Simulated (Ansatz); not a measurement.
# Cl2HSeSi radical: basis-set convergence

One table from this session's results is given with a row withheld; the runs are named, their logs left out.

The runs use Ansatz 0.2.0, Gaussian basis; one geometry, several basis sets.

Levels to be run: PBE0-D4/def2-SVP; ωB97M-V/def2-SVP; PBE0-D4/def2-QZVPP; ωB97M-V/def2-QZVPP; the functionals' def2-TZVPP values are taken from earlier runs.

## The geometry

All runs share one geometry, relaxed beforehand with PBE0-D4 in a triple-zeta def2 set.

SMILES `Cl[Si](Cl)[SeH]`, 5 atoms, charge 0, spin multiplicity 2.

Atoms are counted from 1 here; the program's logs count them from 0.

Bond lengths: Cl1–Si2 2.057 Å, Si2–Cl3 2.051 Å, Si2–Se4 2.274 Å, Se4–H5 1.470 Å. Angles: Cl1–Si2–Cl3 109.3°, Cl1–Si2–Se4 112.6°, Cl3–Si2–Se4 105.5°, Si2–Se4–H5 91.1°.

The first run:

Input file in.yaml:

```yaml
crystal:
  periodic: [false, false, false]
  atoms:
    - {symbol: Cl, position_ang: [0.894523, 0.032412, 1.914097]}
    - {symbol: Si, position_ang: [-0.006219, -0.719525, 0.224647]}
    - {symbol: Cl, position_ang: [1.355261, -1.834349, -0.829606]}
    - {symbol: Se, position_ang: [-0.687490, 0.914764, -1.201975]}
    - {symbol: H, position_ang: [-1.506174, 1.532998, -0.148564]}
basis:
  gaussian: {orbitals: def2-SVP}
magnetization: {spin_polarized: true, initial_magnetization: 1}
hamiltonian: {xc: pbe0, dispersion: d4}
output: {orbitals: {seedname: orbitals}}
```

Among the steps run: PBE0-D4 in def2-SVP; ωB97M-V in def2-SVP; PBE0-D4 in def2-QZVPP; ωB97M-V in def2-QZVPP.

One of the session's tables, all rows but one given; the rest of the session is left out.

It belongs to the step «Functionals by basis». 

| functional | basis | HOMO (eV) | LUMO (eV) |
| --- | --- | --- | --- |
| PBE0-D4 | def2-SVP | -6.46 | -3.21 |
| PBE0-D4 | def2-TZVPP | -6.54 | -3.25 |
| PBE0-D4 | def2-QZVPP | -6.58 | -3.29 |
| ωB97M-V | def2-SVP | -8.16 | -1.56 |
| ωB97M-V | def2-TZVPP | ? | ? |
| ωB97M-V | def2-QZVPP | -8.31 | -1.74 |

**Question.** Estimate the row for ωB97M-V, def2-TZVPP.

As computed: HOMO (eV): -8.27; LUMO (eV): -1.67. In the column «HOMO (eV)» it lies between ωB97M-V, def2-QZVPP (-8.31) and ωB97M-V, def2-SVP (-8.16).
